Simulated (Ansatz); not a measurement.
# Ba (Ba, A15): the cost of one run

Computed with Ansatz 0.2.0 (DFT PBEsol, plane waves (420 eV) with PAW, scalar-relativistic; the PAW data stem from PBE, with regenerated cores, unless a step says otherwise).

**1. The system as given**

The structure is cubic, space group Pm-3n (No. 223). Conventional cell: a = 7.937 Å, b = 7.937 Å, c = 7.937 Å, α = 90.00°, β = 90.00°, γ = 90.00°. Ba (site symmetry m-3) is surrounded by 12 Ba at 4.44 Å. Ba (site symmetry -4m2) is surrounded by 6 Ba at 3.97 to 4.44 Å.

Structure file:

```
Ba
1.0
     7.93701    0.00000    0.00000
     0.00000    7.93701    0.00000
     0.00000    0.00000    7.93701
Ba
8
Direct
  0.00000 0.00000 0.00000
  0.50000 0.50000 0.50000
  0.25000 0.00000 0.50000
  0.75000 0.00000 0.50000
  0.50000 0.25000 0.00000
  0.50000 0.75000 0.00000
  0.00000 0.50000 0.25000
  0.00000 0.50000 0.75000
```

**2. Geometry optimisation**

The input, input.yaml:

```yaml
crystal:
  lattice:
    - [7.9370052598, 0.0, 0.0]
    - [0.0, 7.9370052598, 0.0]
    - [0.0, 0.0, 7.9370052598]
  atoms:
    - { symbol: Ba, position: [0.0, 0.0, 0.0] }
    - { symbol: Ba, position: [0.5, 0.5, 0.5] }
    - { symbol: Ba, position: [0.25, 0.0, 0.5] }
    - { symbol: Ba, position: [0.75, 0.0, 0.5] }
    - { symbol: Ba, position: [0.5, 0.25, 0.0] }
    - { symbol: Ba, position: [0.5, 0.75, 0.0] }
    - { symbol: Ba, position: [0.0, 0.5, 0.25] }
    - { symbol: Ba, position: [0.0, 0.5, 0.75] }
hamiltonian:
  xc: pbesol
  pseudopotentials:
    kind: paw
    azcp:
      Ba: "pseudopotentials/Ba.paw.azcp"
basis:
  ecutwfc: 420
  fft_grid_basis: typed
kpoints:
  mp_grid: { grid: [4, 4, 4], shift: [0, 0, 0] }
magnetization:
  spin_polarized: false
scf:
  occupations: { method: fermi_dirac, width: 0.1 }
relax:
  max_steps: 60
  f_tol: 0.01
  cell: {}
```

Launch:

```sh
$ ansatz run input.yaml --threads 4 --pin off --max-ram 8192MiB --backend cpu --events-out ev --progress --plain --runs-dir out
```

**Question.** How long does this run take on 4 threads of Arm Neoverse V1, shared host, and how much memory does it need?

About 24 s, with a peak of 1.1 GiB.
